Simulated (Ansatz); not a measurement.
# Co (Cobalt): the cost of one run

Program: Ansatz 0.2.0. Level of theory: DFT, PBE, all-electron LAPW, scalar-relativistic. These are calculated values, not measurements.

## (1) The system as given

Symmetry: P6_3/mmc, No. 194, hexagonal system. Conventional cell: a = 2.507 Å, b = 2.507 Å, c = 4.070 Å, α = 90.00°, β = 90.00°, γ = 120.00°. Co (site symmetry -6m2) is surrounded by 12 Co at 2.50 to 2.51 Å.

As a file:

```xyz
2
Lattice="2.5074 0.0000 0.0000 -1.2537 2.1715 0.0000 0.0000 0.0000 4.0699" Properties=species:S:1:pos:R:3 pbc="T T T"
Co    0.0000    1.4476    1.0175
Co    1.2537    0.7238    3.0524
```

In patterns such as +-, the signs follow the magnetic atoms in the order of the input.

Atoms are numbered in the order of the input: Co1, Co2.

## (2) Parallel moments on spinors, LAPW

input.yaml reads:

```yaml
crystal:
  lattice:
    - [2.5074, 0.0, 0.0]
    - [-1.2537, 2.1714720974, 0.0]
    - [0.0, 0.0, 4.0699]
  atoms:
    - { symbol: Co, position: [0.3333333333, 0.6666666667, 0.25], spin: 1.7, spin_axis: [0.0, 0.0, 1.0] }
    - { symbol: Co, position: [0.6666666667, 0.3333333333, 0.75], spin: 1.7, spin_axis: [0.0, 0.0, 1.0] }
magnetization:
  noncollinear: true
kpoints:
  mp_grid: { grid: [15, 15, 8] }
scf:
  occupations: { method: fermi_dirac, width: 0.08 }
  lower_state_search: "off"
hamiltonian:
  xc: pbe
  pseudopotentials: { kind: all_electron, lapw: { basis_error: 0.001 } }
output:
  eigenvalues: false
```

The run is started by

```console
$ ansatz run input.yaml --threads 2 --pin off --max-ram 4096MiB --backend cpu --events-out ev --progress --plain --runs-dir out
```

**Question.** How long does this run take on 2 threads of Intel Xeon Platinum 8488C (Sapphire Rapids), shared host, and how much memory does it need?

About 2.4 min, with a peak of 0.89 GiB.
